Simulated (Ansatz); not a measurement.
The system is HfIn4SiO6.

```
Hf In Si O
1.0
     2.41414   -8.12134   -0.00008
     2.41414    8.12134   -0.00008
    -0.99593    0.00000    4.72934
Hf In Si O
1 4 1 6
Direct
  0.00000 0.00000 0.00000
  0.66331 0.33669 0.00000
  0.16209 0.83791 0.50000
  0.33669 0.66331 0.00000
  0.83791 0.16209 0.50000
  0.50000 0.50000 0.50000
  0.73030 0.73030 0.27048
  0.26970 0.26970 0.72952
  0.19567 0.35702 0.27610
  0.64298 0.80433 0.72390
  0.80433 0.64298 0.72390
  0.35702 0.19567 0.27610
```

The cell was built by a generator and needn't be a form met in nature.

```yaml
Program: Ansatz 0.2.0
Task: relaxation of cell and atoms
Functional: PBEsol
Potentials_or_basis: Ansatz PAW
Cutoff: "420 eV (not typed: the program's choice for these potentials)"
k_mesh: 4 × 4 × 4
Occupations: fermi-dirac, width 0.05 eV
Spin: no spin polarisation
```

At the start: volume 15.45 Å³/atom.

Question: Where does the relaxation end?

Answer: It ends after 9 steps and the volume is 14.74 Å³/atom (-4.6 %); space group C2/m (No. 12, to 0.05 Å).

Step by step:
| step | energy change (eV) | largest force (eV/Å) | volume (Å³) |
| --- | --- | --- | --- |
| 1 | 0.0000 | 0.2983 | 185.45 |
| 2 | -0.1178 | 0.3139 | 174.26 |
| 3 | -0.1233 | 0.1571 | 179.25 |
| 4 | -0.1316 | 0.0246 | 178.51 |
| 5 | -0.1356 | 0.0089 | 177.59 |
| 6 | -0.1359 | 0.0041 | 177.52 |
| 7 | -0.1168 | 0.0041 | 177.52 |
| 8 | -0.1190 | 0.0014 | 176.93 |
| 9 | -0.1173 | 0.0015 | 176.93 |

Final structure:
```cif
data_structure
_symmetry_space_group_name_H-M 'P 1'
_symmetry_Int_Tables_number 1
_cell_length_a 8.2999
_cell_length_b 8.2999
_cell_length_c 4.7797
_cell_angle_alpha 93.633
_cell_angle_beta 93.633
_cell_angle_gamma 146.571
_cell_volume 176.93
loop_
_atom_site_label
_atom_site_type_symbol
_atom_site_fract_x
_atom_site_fract_y
_atom_site_fract_z
_atom_site_occupancy
Hf1 Hf 0.00000 0.00000 0.00000 1
In1 In 0.66369 0.33631 0.00000 1
In2 In 0.16255 0.83745 0.50000 1
In3 In 0.33631 0.66369 0.00000 1
In4 In 0.83745 0.16255 0.50000 1
Si1 Si 0.50000 0.50000 0.50000 1
O1 O 0.73066 0.73066 0.26980 1
O2 O 0.26934 0.26934 0.73020 1
O3 O 0.19486 0.35889 0.27700 1
O4 O 0.64111 0.80514 0.72300 1
O5 O 0.80514 0.64111 0.72300 1
O6 O 0.35889 0.19486 0.27700 1
```

Caveat: the plane-wave basis is chosen anew once the cell has moved, so the energies of steps on either side of that aren't comparable; the pressure holds a Pulay correction of +0.5 GPa for the finite cutoff; the PAW data sets come from PBE, with cores solved anew for the run's functional, which leaves a small shift of forces and pressure.
